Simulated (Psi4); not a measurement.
**A workflow on SnBr2F2 (SMILES [F][Sn]([F])([Br])[Br])**

Wanted: a series of 9 runs (PBE-D4/def2-SVP, PBE0-D4/def2-TZVP, PBE-D4/def2-TZVPP, r2SCAN-D4/def2-TZVPP, B3LYP-D4/def2-TZVPP, PBE0-D4/def2-TZVPP, wB97M-V/def2-TZVPP, MP2/def2-QZVPP) of SnBr2F2. 

Program for the calculation: Psi4 1.11.

### Step 1. The system as given

SnBr2F2 has 5 atoms, charge 0, and is taken as a singlet. As SMILES, `[F][Sn]([F])([Br])[Br]`. The shape comes from GFN2-xTB, rattled, which is rough for such elements, and wasn't checked as a minimum. The run starts from this shape.

Bond lengths: F1–Sn2 2.014 Å, Sn2–F3 1.996 Å, Sn2–Br4 2.467 Å, Sn2–Br5 2.453 Å. Angles: F1–Sn2–F3 101.6°, F1–Sn2–Br4 108.0°, F1–Sn2–Br5 107.6°, F3–Sn2–Br4 107.3°, F3–Sn2–Br5 110.5°, Br4–Sn2–Br5 120.2°.

### Step 2. A structure relaxation at PBE-D4/def2-SVP (density fitting, core potential) (run 1)

Contents of calc.in:

```
memory 3.3 GB

molecule m {
  F      0.069790    -0.391272     1.928627
  Sn     0.055136     0.000133    -0.046884
  F      1.549372    -1.154129    -0.694929
  Br    -2.035801    -0.907345    -0.989534
  Br     0.612892     2.370850    -0.339513
  units angstrom
  symmetry c1
}

set {
  basis                   def2-SVP
  reference               rks
  scf_type                df
  geom_maxiter            60
  max_force_g_convergence 0.0005
}

e_tot, wfn = opt("pbe-d4", return_wfn=True)
print_variables()
```

On the command line:

```sh
$ psi4 calc.in calc.out -n 2
```

calc.out:

```text
[...]
    !!!  WARNING: ECP capability is in beta. Please check occupations closely.  !!!
[...]
  Running in c1 symmetry.
[...]
  Nuclear repulsion =  785.307670373702194
[...]
  Multiplicity = 1
[...]
  Nalpha       = 55
  Nbeta        = 55
[...]
    Number of basis functions: 118
[...]
   @DF-RKS iter   1: -5559.97232629638802   -3.40973e+00   1.75074e-02 DIIS/ADIIS
[...]
    !!!  WARNING: ECP capability is in beta. Please check occupations closely.  !!!
[...]
   @DF-RKS iter   8: -5560.69872194382879   -1.27329e-11   3.30547e-09 DIIS
[...]
  @DF-RKS Final Energy: -5560.69872194382879
   => Energetics <=
    Nuclear Repulsion Energy =            793.0707578301404510
    One-Electron Energy =               -9400.2467680439403921
    Two-Electron Energy =                3267.2226668092762338
    DFT Exchange-Correlation Energy =    -220.7389110997636976
    Empirical Dispersion Energy =          -0.0064674395421035
    VV10 Nonlocal Energy =                  0.0000000000000000
    Total Energy =                      -5560.6987219438287866
[...]
 Multipole Moments:
 ------------------------------------------------------------------------------------
     Multipole            Electronic (a.u.)      Nuclear  (a.u.)        Total (a.u.)
 ------------------------------------------------------------------------------------
 L = 1.  Multiply by 2.5417464519 to convert [e a0] to [Debye]
 Dipole X            :         16.5789088          -17.0154105           -0.4365017
 Dipole Y            :        -16.2422005           16.6745985            0.4323980
 Dipole Z            :         14.0938274          -14.4583148           -0.3644874
 Magnitude           :                                                    0.7143898
[...]
  -Total Gradient:
     Atom            X                  Y                   Z
    ------   -----------------  -----------------  -----------------
       1       -0.000134000930     0.000123178373    -0.000302119651
       2       -0.000180124936     0.000226724948     0.000437845398
       3        0.000055017224    -0.000060141975    -0.000243647733
       4       -0.000104819863     0.000003623839    -0.000128354594
       5       -0.000045503737     0.000122060753    -0.000113420384
[...]
```

Standard output:

```text
Optimizer: Optimization complete!
```

It took 1.7 min on 2 threads of Intel Xeon at 2.50GHz (Skylake/Cascade Lake), shared host; peak memory 0.62 GiB.

The path in brief:

| step | energy from the first frame kept (eV) | largest force (eV/Å) |
| --- | --- | --- |
| 0 | 0.0000 | 2.0392 |
| 1 | -0.0854 | 0.5618 |
| 2 | -0.0995 | 0.2644 |
| 3 | -0.1047 | 0.0950 |
| 4 | -0.1057 | 0.0295 |
| 5 | -0.1059 | 0.0270 |

After the run. Bond lengths: F1–Sn2 1.940 Å, Sn2–F3 1.941 Å, Sn2–Br4 2.471 Å, Sn2–Br5 2.471 Å. Angles: F1–Sn2–F3 104.3°, F1–Sn2–Br4 109.8°, F1–Sn2–Br5 109.9°, F3–Sn2–Br4 109.6°, F3–Sn2–Br5 109.7°, Br4–Sn2–Br5 113.2°.

### Step 3. A geometry optimisation at PBE0-D4/def2-TZVP (density fitting, core potential) (run 2)

Contents of br2f2sn.dat:

```
memory 3300 MB

molecule {
  0 1
  F      0.078479    -0.407626     1.908753
  Sn     0.090412    -0.048374     0.002475
  F      1.558028    -1.120893    -0.678026
  Br    -2.031965    -0.812787    -1.005968
  Br     0.551286     2.345926    -0.397356
  symmetry c1
}

set globals {
  scf_type                df
  geom_maxiter            50
  max_force_g_convergence 0.0002
}

E = optimize("pbe0-d4/def2-TZVP")
```

On the command line:

```sh
$ psi4 br2f2sn.dat br2f2sn.out -n 2
```

br2f2sn.out:

```text
[...]
  Running in c1 symmetry.
[...]
  Nuclear repulsion =  793.070785493102107
[...]
  Multiplicity = 1
[...]
  Nalpha       = 55
  Nbeta        = 55
[...]
    Number of basis functions: 208
[...]
   @DF-RKS iter   1: -5561.01475104136534   -3.78377e+00   1.05248e-02 DIIS/ADIIS
[...]
   @DF-RKS iter   7: -5561.77743687322345   -3.18323e-11   7.18000e-09 DIIS
[...]
  @DF-RKS Final Energy: -5561.77743687322345
   => Energetics <=
    Nuclear Repulsion Energy =            809.7180047570648185
    One-Electron Energy =               -9435.1423136605790205
    Two-Electron Energy =                3230.5643389446045148
    DFT Exchange-Correlation Energy =    -166.9117204405934842
    Empirical Dispersion Energy =          -0.0057464737201362
    VV10 Nonlocal Energy =                  0.0000000000000000
    Total Energy =                      -5561.7774368732225412
[...]
 Multipole Moments:
 ------------------------------------------------------------------------------------
     Multipole            Electronic (a.u.)      Nuclear  (a.u.)        Total (a.u.)
 ------------------------------------------------------------------------------------
 L = 1.  Multiply by 2.5417464519 to convert [e a0] to [Debye]
 Dipole X            :         15.6874814          -16.1766310           -0.4891496
 Dipole Y            :        -15.3924930           15.8721140            0.4796210
 Dipole Z            :         13.2390823          -13.6516922           -0.4126099
 Magnitude           :                                                    0.7997191
[...]
  -Total Gradient:
     Atom            X                  Y                   Z
    ------   -----------------  -----------------  -----------------
       1        0.000077257570    -0.000065928869     0.000028813828
       2        0.000090492985    -0.000097104603     0.000078881650
       3        0.000048104523    -0.000050675070     0.000076410292
       4        0.000063950132    -0.000068081131     0.000054522579
       5        0.000070956626    -0.000061573569     0.000056429851
[...]
    Final optimized geometry and variables:
    Molecular point group: c1
    Full point group: C1
    Geometry (in Angstrom), charge = 0, multiplicity = 1:
    F            0.297980811971    -0.652935861504     2.122286435006
    SN           0.312175133797    -0.306291373605     0.263443685287
    F            1.743073364517    -1.349304616974    -0.400105192551
    BR          -1.761376551355    -1.088558603690    -0.708596744311
    BR           0.795729551230     2.035922475613    -0.106247731516
    Psi4 run time: 0:03:17.91
[...]
```

The script printed:

```text
Optimizer: Optimization complete!
```

Wall time 3.3 min (2 threads of Intel Xeon at 2.50GHz (Skylake/Cascade Lake), shared host); peak memory 1.1 GiB.

Step by step:

| step | energy from the first frame kept (eV) | largest force (eV/Å) |
| --- | --- | --- |
| 0 | 0.0000 | 1.2082 |
| 1 | -0.0838 | 0.4830 |
| 2 | -0.0973 | 0.0645 |
| 3 | -0.0978 | 0.0523 |
| 4 | -0.0982 | 0.0175 |
| 5 | -0.0985 | 0.0079 |

After the run. Bond lengths: F1–Sn2 1.891 Å, Sn2–F3 1.891 Å, Sn2–Br4 2.420 Å, Sn2–Br5 2.420 Å. Angles: F1–Sn2–F3 104.4°, F1–Sn2–Br4 109.2°, F1–Sn2–Br5 109.2°, F3–Sn2–Br4 109.2°, F3–Sn2–Br5 109.2°, Br4–Sn2–Br5 115.0°.

Runs 3 to 5 aren't shown in full; the table further down has their settings and results.

### Step 4. A single-point energy at B3LYP-D4/def2-TZVPP (density fitting, core potential) (run 6)

Contents of job.in:

```
memory 3300 MB

molecule m {
  0 1
  F      0.060690    -0.380071     1.846520
  Sn     0.074885    -0.033426    -0.012323
  F      1.505783    -1.076440    -0.675872
  Br    -1.998667    -0.815694    -0.984363
  Br     0.558439     2.308787    -0.382014
  units angstrom
  symmetry c1
}

set reference rks
set scf_type df
set dft_radial_points 99
set dft_spherical_points 590

E, wfn = energy('b3lyp-d4/def2-TZVPP', return_wfn=True)
```

On the command line:

```sh
$ psi4 job.in job.out -n 2
```

job.out:

```text
[...]
    !!!  WARNING: ECP capability is in beta. Please check occupations closely.  !!!
[...]
  Running in c1 symmetry.
[...]
  Nuclear repulsion =  809.718039890169621
[...]
  Multiplicity = 1
[...]
  Nalpha       = 55
  Nbeta        = 55
[...]
    Number of basis functions: 208
[...]
 WARNING: Atomic UHF is not converging! Try casting from a smaller basis or call Rob at CCMST.
   -------------------------
[...]
   @DF-RKS iter   1: -5561.86760797449460   -3.46071e+00   1.07942e-02 ADIIS/DIIS
[...]
   @DF-RKS iter   9: -5562.68507502736975   -6.95418e-08   4.45437e-07 DIIS
[...]
    Orbital Energies [Eh]
    ---------------------
    Doubly Occupied:
       1A   -482.896837     2A   -482.896805     3A    -62.544836
       4A    -62.544806     5A    -56.360518     6A    -56.360488
       7A    -56.357689     8A    -56.357667     9A    -56.357658
      10A    -56.357636    11A    -24.677615    12A    -24.677606
      13A     -8.735488    14A     -8.735463    15A     -6.563625
      16A     -6.563600    17A     -6.554589    18A     -6.554565
      19A     -6.554524    20A     -6.554499    21A     -5.192513
      22A     -3.535043    23A     -3.533562    24A     -3.532890
      25A     -2.678401    26A     -2.678376    27A     -2.675783
      28A     -2.675758    29A     -2.675730    30A     -2.675705
      31A     -2.668504    32A     -2.668498    33A     -2.668480
      34A     -2.668473    35A     -1.202183    36A     -1.191556
[...]
  @DF-RKS Final Energy: -5562.68507502736975
   => Energetics <=
    Nuclear Repulsion Energy =            809.7180398901696208
    One-Electron Energy =               -9434.7700567794709059
    Two-Electron Energy =                3240.9991323769754672
    DFT Exchange-Correlation Energy =    -178.6212854323580927
    Empirical Dispersion Energy =          -0.0109050826850661
    VV10 Nonlocal Energy =                  0.0000000000000000
    Total Energy =                      -5562.6850750273697486
[...]
 Multipole Moments:
 ------------------------------------------------------------------------------------
     Multipole            Electronic (a.u.)      Nuclear  (a.u.)        Total (a.u.)
 ------------------------------------------------------------------------------------
 L = 1.  Multiply by 2.5417464519 to convert [e a0] to [Debye]
 Dipole X            :         15.6830514          -16.1766455           -0.4935941
 Dipole Y            :        -15.3879673           15.8720853            0.4841179
 Dipole Z            :         13.2353059          -13.6516796           -0.4163737
 Magnitude           :                                                    0.8070764
[...]
```

Run time: 34 s. Hardware: 2 threads of Intel Xeon at 2.50GHz (Skylake/Cascade Lake), shared host; peak memory 1.6 GiB.

Runs 7 to 8 aren't shown in full; the table further down has their settings and results.

### Step 5. The energy at MP2/def2-QZVPP (density fitting, core potential, density fitting for correlation) (run 9)

Contents of calc.inp:

```
memory 3.3 GB

molecule {
  F      0.11468748    -0.71823010     3.48941708
  Sn     0.14151214    -0.06316599    -0.02328710
  F      2.84551747    -2.03417679    -1.27721298
  Br    -3.77693324    -1.54143826    -1.86017648
  Br     1.05529677     4.36297511    -0.72190184
  units au
  symmetry c1
}

set scf_type df
set num_frozen_docc 24

result = energy('mp2/def2-QZVPP')
```

On the command line:

```sh
$ psi4 calc.inp calc.out -n 2
```

calc.out:

```text
[...]
    !!!  WARNING: ECP capability is in beta. Please check occupations closely.  !!!
[...]
  Running in c1 symmetry.
[...]
  Nuclear repulsion =  809.718040505625254
[...]
  Multiplicity = 1
[...]
  Nalpha       = 55
  Nbeta        = 55
[...]
    Number of basis functions: 374
[...]
   @DF-RHF iter   1: -5556.77332086605293   -5.09593e+00   6.66432e-03 DIIS/ADIIS
[...]
   @DF-RHF iter  11: -5557.43093445115574   -1.00954e-10   7.50677e-09 DIIS
[...]
    Orbital Energies [Eh]
    ---------------------
    Doubly Occupied:
       1A   -490.062376     2A   -490.062367     3A    -65.202776
       4A    -65.202767     5A    -58.557918     6A    -58.557909
       7A    -58.556990     8A    -58.556981     9A    -58.556981
      10A    -58.556972    11A    -26.282995    12A    -26.282989
      13A     -9.875249    14A     -9.875239    15A     -7.485556
      16A     -7.485547    17A     -7.480774    18A     -7.480765
      19A     -7.480736    20A     -7.480727    21A     -5.971718
      22A     -4.164417    23A     -4.163180    24A     -4.162649
      25A     -3.228473    26A     -3.228461    27A     -3.226047
      28A     -3.226035    29A     -3.225996    30A     -3.225983
      31A     -3.219896    32A     -3.219896    33A     -3.219887
      34A     -3.219887    35A     -1.582755    36A     -1.576166
[...]
  @DF-RHF Final Energy: -5557.43093445115574
   => Energetics <=
    Nuclear Repulsion Energy =            809.7180405056252539
    One-Electron Energy =               -9436.1435746026545530
    Two-Electron Energy =                3068.9945996458732225
    Total Energy =                      -5557.4309344511548261
[...]
 Multipole Moments:
 ------------------------------------------------------------------------------------
     Multipole            Electronic (a.u.)      Nuclear  (a.u.)        Total (a.u.)
 ------------------------------------------------------------------------------------
 L = 1.  Multiply by 2.5417464519 to convert [e a0] to [Debye]
 Dipole X            :         15.6711613          -16.1766454           -0.5054841
 Dipole Y            :        -15.3764768           15.8720854            0.4956086
 Dipole Z            :         13.2253079          -13.6516796           -0.4263717
 Magnitude           :                                                    0.8263987
[...]
```

It took 44 s on 2 threads of Intel Xeon at 2.50GHz (Skylake/Cascade Lake), shared host; peak memory 1.7 GiB.

### Step 6. Overview of the runs

| run | level | geom maxiter | max force g convergence | energy (Eh) | dipole moment (D) | HOMO energy (eV) | LUMO energy (eV) | wall time |
| --- | --- | --- | --- | --- | --- | --- | --- | --- |
| 1 | PBE-D4/def2-SVP (density fitting, core potential) | 60 | 0.0005 | -5560.698722 | 1.82 | -7.90 | -4.55 | 1.7 min |
| 2 | PBE0-D4/def2-TZVP (density fitting, core potential) | 50 | 0.0002 | -5561.777437 | 2.03 | -9.44 | -3.38 | 3.3 min |
| 3 | PBE0-D4/def2-TZVP (density fitting, core potential) | – | – | -5561.777441 | 2.03 | – | – | 15 min |
| 4 | PBE-D4/def2-TZVPP (density fitting, core potential) | – | – | -5561.596918 | 1.90 | -8.10 | -4.24 | 32 s |
| 5 | r2SCAN-D4/def2-TZVPP (density fitting, core potential) | – | – | -5562.528237 | 1.92 | -8.47 | -4.09 | 1.7 min |
| 6 | B3LYP-D4/def2-TZVPP (density fitting, core potential) | – | – | -5562.685075 | 2.05 | -9.16 | -3.68 | 34 s |
| 7 | PBE0-D4/def2-TZVPP (density fitting, core potential) | – | – | -5561.777518 | 2.03 | -9.44 | -3.38 | 30 s |
| 8 | wB97M-V/def2-TZVPP (density fitting, core potential) | – | – | -5562.175775 | 2.01 | -11.70 | -1.39 | 1.8 min |
| 9 | MP2/def2-QZVPP (density fitting, core potential, density fitting for correlation) | – | – | -5559.684664 | – | -12.43 | 0.30 | 44 s |

### Step 7. Outcome

| quantity | value |
| --- | --- |
| run 9, MP2/def2-QZVPP: total energy | -5559.68466 Eh |
| run 9, MP2/def2-QZVPP: HOMO energy (Hartree–Fock orbitals) | -12.43 eV |
| run 9, MP2/def2-QZVPP: LUMO energy (Hartree–Fock orbitals) | 0.30 eV |
| run 9, MP2/def2-QZVPP: HOMO–LUMO gap (Hartree–Fock orbitals) | 12.73 eV |
| run 9, MP2/def2-QZVPP: correlation energy (24 core orbitals frozen) | -2253.7 mEh |

In words: Over runs 3, 4, 5, 6, 7, 8 the dipole moment (its size) runs from 1.90 D (PBE-D4/def2-TZVPP) to 2.05 D (B3LYP-D4/def2-TZVPP). Over runs 4, 5, 6, 7, 8 the HOMO–LUMO gap runs from 3.86 eV (PBE-D4/def2-TZVPP) to 10.31 eV (wB97M-V/def2-TZVPP). Totals of different functionals can't be ranked against each other. All runs together took 26 min, the longest 15 min.
